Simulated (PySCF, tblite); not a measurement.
# C2H11Si3 radical, a small gas-phase stand-in for a defect centre (C site with back bonds [SiH3], [SiH3], C[SiH3]): EPR parameters

Wanted: the EPR parameters for `[SiH3]C[C]([SiH3])[SiH3]`. It is drawn as: dangling bond.

Computed with tblite 0.8.0 and PySCF 2.14.0; each step states its level. No surroundings beyond the atoms listed, unless a continuum is named. Atoms count from 0, parts from 1.

### 1 The system as given

16 atoms, charge 0, multiplicity 2; geometry: distance geometry start.

### 2 Geometry optimisation with GFN2-xTB

Job settings and geometry (Å):

```
{"job": {"kind": "relax", "xc": "GFN2-xTB", "basis": "xTB"}, "charge": 0, "multiplicity": 2}
C      0.459989    -0.212128     0.488877
Si     0.337884     1.617176     0.515533
Si     2.120233    -0.882745    -0.010754
C     -0.518018    -0.780951    -0.522579
Si    -2.222656    -0.262398    -0.062425
H      1.630606     2.249250     0.847732
H     -0.193036     2.172979    -0.743110
H     -0.590481     2.055617     1.567289
H      2.432652    -1.974969     0.961124
H      3.191561     0.130064     0.139497
H      2.071940    -1.388361    -1.359560
H     -0.167641    -0.398209    -1.500207
H     -0.475488    -1.905681    -0.459010
H     -2.447289     1.112025    -0.494591
H     -3.166029    -1.190777    -0.709738
H     -2.431714    -0.365284     1.415555
```

Level: GFN2-xTB geometry optimisation, gas phase.

On the command line:

```bash
> OMP_NUM_THREADS=1 python cluster_run.py task.json out
```

One launch serves the whole session: the jobs run in the order shown.

**Question.** The jobs that follow are: PBE0-D3(BJ)/def2-SVP geometry optimisation, gas phase; UKS B3LYP, IGLO-III on C Si, pcH-1 on H, non-relativistic, mean-field spin-orbit, GIAO; UKS BHandHLYP, IGLO-III on C Si, pcH-1 on H, non-relativistic, mean-field spin-orbit, GIAO. Predict: point group; rotational constants (main isotopes); g(iso) (B3LYP); ⟨S²⟩; largest a(iso); potential on the surface of density 0.002 e/bohr³, 1st and 99th percentile.

As calculated:

| quantity | value |
| --- | --- |
| point group | C1 |
| rotational constants (main isotopes) | 2.39, 1.58, 1.08 GHz |
| g(iso) (B3LYP) | 2.00270 |
| ⟨S²⟩ | 0.754 (exact 0.75) |
| largest a(iso) | 29Si on Si4, -111.1 MHz |
| potential on the surface of density 0.002 e/bohr³, 1st and 99th percentile | -0.07 V and 1.15 V |

In words: The start of the PBE0/def2-SVP relaxation was shaken at random by about 0.01 Å, so part of the energy gained, and of the first lengths quoted, undoes that. Over 4 steps the energy fell by 0.162 eV; of the close pairs, C0–Si2 changed most, 1.819 to 1.864 Å (PBE0/def2-SVP). No frequency check was run at this level, so the end point may be a saddle. C0 carries the largest spin population, 0.87 e. The isotropic g lies 0.4 ppt above the free-electron value. The coupling of 29Si on Si4 runs from -111.1 (B3LYP/IGLO-III+pcH-1) to -109.2 MHz (BHandHLYP/IGLO-III+pcH-1). A capped cluster stands for the solid here, so long-range fields and strain are missing, and bands or shifts of the capping hydrogens have no counterpart in it.
